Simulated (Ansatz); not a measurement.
# AlH5OSi2: a ladder of functionals and wavefunction methods

An exercise on one series of results from a longer session: the logs are not shown, and one member is left open.

The runs use Ansatz 0.2.0, Gaussian basis; functionals in def2-TZVPP, the program's frozen cores in correlated methods.

Plan: LDA (SPW92), PBE-D4, revPBE-D4, BLYP-D4, r2SCAN-D4, B97M-V, PBE0-D4, B3LYP-D4, r2SCANh-D4, r2SCAN0-D4, HSE06-D4, BHLYP-D4, CAM-B3LYP-D4, LC-ωPBE, ωB97X-V, ωB97M-V, B2PLYP, PBE-QIDH; CCSD(T)/def2-SVP; CCSD(T)/def2-TZVPP; MP2/def2-QZVPP; extrapolation to the limit; RPA on PBE.

### The relaxed structure

The geometry comes from an earlier relaxation with PBE0-D4 in a triple-zeta def2 set; it is a stationary point, not always the lowest conformer.

SMILES `[SiH3][Al]1[O][SiH2]1`, 9 atoms, charge 0, spin multiplicity 1.

Atoms are counted from 1 here; the program's logs count them from 0.

Bond lengths: Si1–Al2 2.450 Å, Si1–H5 1.488 Å, Si1–H6 1.489 Å, Si1–H7 1.487 Å, Al2–O3 1.744 Å, Al2–Si4 2.280 Å, O3–Si4 1.688 Å, Si4–H8 1.490 Å, Si4–H9 1.490 Å. Angles: Al2–Si1–H5 109.6°, Al2–Si1–H6 109.4°, Al2–Si1–H7 111.5°, H5–Si1–H6 108.2°, H5–Si1–H7 109.0°, H6–Si1–H7 109.0°, Si1–Al2–O3 129.7°, Si1–Al2–Si4 177.0°, O3–Al2–Si4 47.3°, Al2–O3–Si4 83.2°, Al2–Si4–O3 49.5°, Al2–Si4–H8 126.2°, Al2–Si4–H9 126.3°, O3–Si4–H8 114.2°, O3–Si4–H9 114.2°, H8–Si4–H9 107.4°.

Set-up of the first run:

Contents of in.yaml:

```yaml
crystal:
  periodic: [false, false, false]
  atoms:
    - {symbol: Si, position_ang: [-0.652872, 1.717149, -1.334657]}
    - {symbol: Al, position_ang: [-0.124859, -0.148912, 0.162821]}
    - {symbol: O, position_ang: [1.392711, -0.965349, 0.434276]}
    - {symbol: Si, position_ang: [0.478649, -1.877681, 1.520934]}
    - {symbol: H, position_ang: [-1.763793, 1.326677, -2.244903]}
    - {symbol: H, position_ang: [-1.100139, 2.886408, -0.529326]}
    - {symbol: H, position_ang: [0.526487, 2.112827, -2.150206]}
    - {symbol: H, position_ang: [0.403260, -3.327561, 1.186951]}
    - {symbol: H, position_ang: [0.928955, -1.769958, 2.936910]}
basis:
  gaussian: {orbitals: def2-TZVPP}
hamiltonian: {xc: lda}
output: {orbitals: {seedname: orbitals}}
```

Launch:

```sh
$ ansatz run in.yaml --threads 2 --pin off --events-out ev --progress --plain --max-ram 4352MiB
```

Among the steps run: LDA; PBE-D4 (GGA); revPBE-D4 (GGA); BLYP-D4 (GGA); r2SCAN-D4 (meta-GGA); B97M-V (meta-GGA); B3LYP-D4 (hybrid); r2SCANh-D4 (hybrid); r2SCAN0-D4 (hybrid); HSE06-D4 (hybrid); BHLYP-D4 (hybrid); CAM-B3LYP-D4 (range-separated); LC-ωPBE (range-separated); ωB97X-V (range-separated); ωB97M-V (range-separated); B2PLYP (double hybrid); PBE-QIDH (double hybrid).

One of the session's tables, all rows but one given; the rest of the session is left out.

It belongs to the step «Frontier levels by functional». 

```
  functional  HOMO (eV)  LUMO (eV)  gap (eV)
 LDA (SPW92)      -5.29      -2.74      2.55
      PBE-D4      -5.17      -2.57      2.61
   revPBE-D4      -5.12      -2.49      2.64
     BLYP-D4      -5.02      -2.40      2.63
   r2SCAN-D4      -5.35      -2.40      2.95
      B97M-V      -5.39      -2.52      2.87
     PBE0-D4      -6.15      -1.82      4.32
    B3LYP-D4          ?          ?         ?
  r2SCANh-D4      -5.71      -2.14      3.58
  r2SCAN0-D4      -6.26      -1.74      4.52
    HSE06-D4      -5.76      -2.19      3.57
    BHLYP-D4      -7.01      -0.98      6.03
CAM-B3LYP-D4      -7.33      -0.79      6.54
     LC-ωPBE      -8.55       0.21      8.76
     ωB97X-V      -8.26       0.12      8.38
     ωB97M-V      -8.06      -0.11      7.95
```

**Question.** Estimate the row for B3LYP-D4.

Worked estimate for «HOMO (eV)». Against the share of exact exchange, BLYP-D4 (0, -5.02), BHLYP-D4 (0.5, -7.01) give a slope of -3.98 per unit share; at 0.2 the line stands at -5.82.

**Answer.** HOMO (eV): -5.96; LUMO (eV): -1.97; gap (eV): 4.00. In «HOMO (eV)» the line misses by +0.14.
